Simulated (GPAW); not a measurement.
The system is As2S.

```
As S
1.0
    -3.50648    3.50648    2.48592
     3.50648   -3.50648    2.48592
     3.50648    3.50648   -2.48592
As S
4 2
Direct
  0.87500 0.12500 0.25000
  0.87500 0.62500 0.75000
  0.37500 0.12500 0.25000
  0.87500 0.12500 0.75000
  0.25000 0.75000 0.50000
  0.50000 0.50000 0.00000
```

The cell comes from a database or a generator and needn't be the stable form of this composition.

- Program: GPAW 26.7.0
- Task: relaxation of cell and atoms
- Functional: PBEsol
- Dispersion: D3(BJ)+ATM
- Potentials or basis: PAW data sets generated in the run's folder for this functional
- Cutoff: 600 eV
- Basis: pw
- k mesh: 5 × 5 × 5
- Occupations: fermi-dirac, width 0.05 eV
- Spin: no spin polarisation

At the start: pressure -5.4 GPa; volume 20.38 Å³/atom.

Problem. How do energy, volume and symmetry change on relaxing?

Solution. Over 8 steps the energy falls by 24.6 meV/atom and the volume is 19.02 Å³/atom (-6.7 %); space group I4_1/amd (No. 141, to 0.05 Å).

Step by step:
| step | energy change (eV) | largest force (eV/Å) | pressure (GPa) | volume (Å³) |
| --- | --- | --- | --- | --- |
| 1 | 0.0000 | 0.0000 | -5.43 | 122.26 |
| 2 | -0.0196 | 0.0000 | -5.09 | 121.66 |
| 3 | -0.1406 | 0.0001 | 0.51 | 113.71 |
| 4 | -0.1419 | 0.0001 | 0.00 | 114.32 |
| 5 | -0.1422 | 0.0001 | -0.04 | 114.37 |
| 6 | -0.1465 | 0.0002 | -0.35 | 114.58 |
| 7 | -0.1473 | 0.0002 | -0.20 | 114.34 |
| 8 | -0.1475 | 0.0002 | -0.03 | 114.11 |

Final structure:
```xyz
6
Lattice="-3.4052 3.4052 2.4603 3.4052 -3.4052 2.4603 3.4052 3.4052 -2.4603" Properties=species:S:1:pos:R:3 pbc="T T T"
As   -1.7026    3.4052    1.8452
As    1.7026    3.4052    1.8452
As    0.0000    1.7026    0.6151
As    0.0000    5.1078    0.6151
S     3.4052    0.0000    1.2302
S     0.0000    0.0000    2.4603
```

Caveat: later steps reuse the first step's grids; pairwise dispersion overbinds metals, which lowers pressure and volume.
